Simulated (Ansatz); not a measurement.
# Pt3Rh (Pm-3m) in Ansatz: equation of state

Aim: energy against volume of Pt3Rh in PBEsol, for its equilibrium volume and stiffness.

Everything below comes from runs of Ansatz 0.2.0. Logs are shortened: lines on timing, memory, paths and dates and some standing lists are left out, and cuts for length are marked.

## Step 1: The structure

Symmetry: Pm-3m, No. 221, cubic system. The conventional cell has a = 3.910 Å, b = 3.910 Å, c = 3.910 Å, α = 90.00°, β = 90.00°, γ = 90.00°. Pt (site symmetry 4/mmm) is surrounded by 8 Pt at 2.76 Å and 4 Rh at 2.76 Å. Around Rh (site symmetry m-3m) lie 12 Pt at 2.76 Å.

The cell comes from a database or a generator and needn't be the stable form of this composition.

## Step 2: Equation of state, PBEsol

Potentials or basis: all-electron LAPW, scalar-relativistic.

No new run: the results of the series are fitted here.

Results:

```yaml
Equilibrium_volume: 14.64 Å³/atom
Bulk_modulus: 290 GPa
Pressure_derivative_of_the_bulk_modulus: 5.3
```

Energy against volume, from the lowest point:
```
volume (Å³/atom)  energy (meV/atom)
          14.046              23.75
          14.345               5.61
          14.644               0.00
          14.943               5.42
          15.241              20.54
          15.540              44.16
          15.839              75.23
```

Spin-orbit coupling is left out, which matters for the levels of Pt.
